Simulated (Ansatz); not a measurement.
**AlFH2OS: ionisation energy by level of theory**

Aim: the vertical ionisation energy of AlFH2OS, as cation minus neutral at the neutral's geometry, on several levels, and how well −ε(HOMO) stands in for it.

Method: unrestricted cation, the program's frozen cores in correlated methods; program: Ansatz 0.2.0, Gaussian basis.

The runs, in order: UKS PBE-D4/def2-TZVPP; UKS r2SCAN-D4/def2-TZVPP; UKS PBE0-D4/def2-TZVPP; UKS B3LYP-D4/def2-TZVPP; UKS wB97X-V/def2-TZVPP; UKS wB97M-V/def2-TZVPP; UKS B2PLYP/def2-TZVPP; UHF-CCSD(T)/def2-TZVPP; UHF-MP2/def2-QZVPP; extrapolation to the limit; then −ε(HOMO) from the neutral's earlier runs with LDA (SPW92), PBE-D4, revPBE-D4, BLYP-D4, r2SCAN-D4, B97M-V, PBE0-D4, B3LYP-D4, r2SCANh-D4, r2SCAN0-D4, HSE06-D4, BHLYP-D4, CAM-B3LYP-D4, LC-ωPBE, ωB97X-V, ωB97M-V.

### 1 The relaxed structure

The geometry comes from an earlier relaxation with PBE0-D4 in a triple-zeta def2 set; it is a stationary point.

SMILES `[OH][Al]([F])[SH]`, 6 atoms, charge 0, spin multiplicity 1.

Atoms are counted from 1 here; the program's logs count them from 0.

Bond lengths: O1–Al2 1.679 Å, O1–H5 0.955 Å, Al2–F3 1.641 Å, Al2–S4 2.167 Å, S4–H6 1.345 Å. Angles: Al2–O1–H5 125.1°, O1–Al2–F3 118.1°, O1–Al2–S4 123.1°, F3–Al2–S4 118.8°, Al2–S4–H6 92.0°.

As a file:

```xyz
6

O     1.39956   -0.45635   -1.02891
Al    0.23856   -0.26076    0.16807
F     0.42135   -1.10099    1.56567
S    -1.47860    1.04310   -0.05026
H     1.39223   -0.01929   -1.87787
H    -1.93100    0.73038    1.17711
```

### 2 Cation, UKS PBE-D4/def2-TZVPP

Contents of in.yaml:

```yaml
crystal:
  periodic: [false, false, false]
  atoms:
    - {symbol: O, position_ang: [1.399563, -0.456348, -1.028912]}
    - {symbol: Al, position_ang: [0.238559, -0.260759, 0.168068]}
    - {symbol: F, position_ang: [0.421348, -1.100986, 1.565665]}
    - {symbol: S, position_ang: [-1.478595, 1.043103, -0.050262]}
    - {symbol: H, position_ang: [1.392230, -0.019295, -1.877868]}
    - {symbol: H, position_ang: [-1.931004, 0.730385, 1.177109]}
basis:
  gaussian: {orbitals: def2-TZVPP}
total_charge: 1
magnetization: {spin_polarized: true, initial_magnetization: 1}
hamiltonian: {xc: pbe, dispersion: d4}
```

The runs that follow: Cation, UKS r2SCAN-D4/def2-TZVPP; Cation, UKS PBE0-D4/def2-TZVPP; Cation, UKS B3LYP-D4/def2-TZVPP; Cation, UKS wB97X-V/def2-TZVPP; Cation, UKS wB97M-V/def2-TZVPP; Cation, UKS B2PLYP (frozen core)/def2-TZVPP; Cation, UHF-CCSD(T)/def2-TZVPP; Cation, UHF-MP2/def2-QZVPP.

**Question.** What will the summary of the whole plan be? Wanted: ionisation energy, CCSD(T)/CBS; nearest functional by difference; nearest −ε(HOMO); −ε(HOMO) of PBE; T1 of the cation.

**Answer**, as computed:

| quantity | value |
| --- | --- |
| ionisation energy, CCSD(T)/CBS | 10.67 eV |
| nearest functional by difference | ωB97X-V (-0.11 eV) |
| nearest −ε(HOMO) | LC-ωPBE (+0.13 eV) |
| −ε(HOMO) of PBE | 6.79 eV |
| T1 of the cation | 0.016 |

Energy differences with functionals land within 0.44 eV of the reference. −ε(HOMO) of PBE misses by 3.9 eV, since self-interaction lifts the level. Among orbital estimates LC-ωPBE comes nearest. Hartree-Fock falls 1.21 eV short, as the neutral has more correlation energy than the cation.
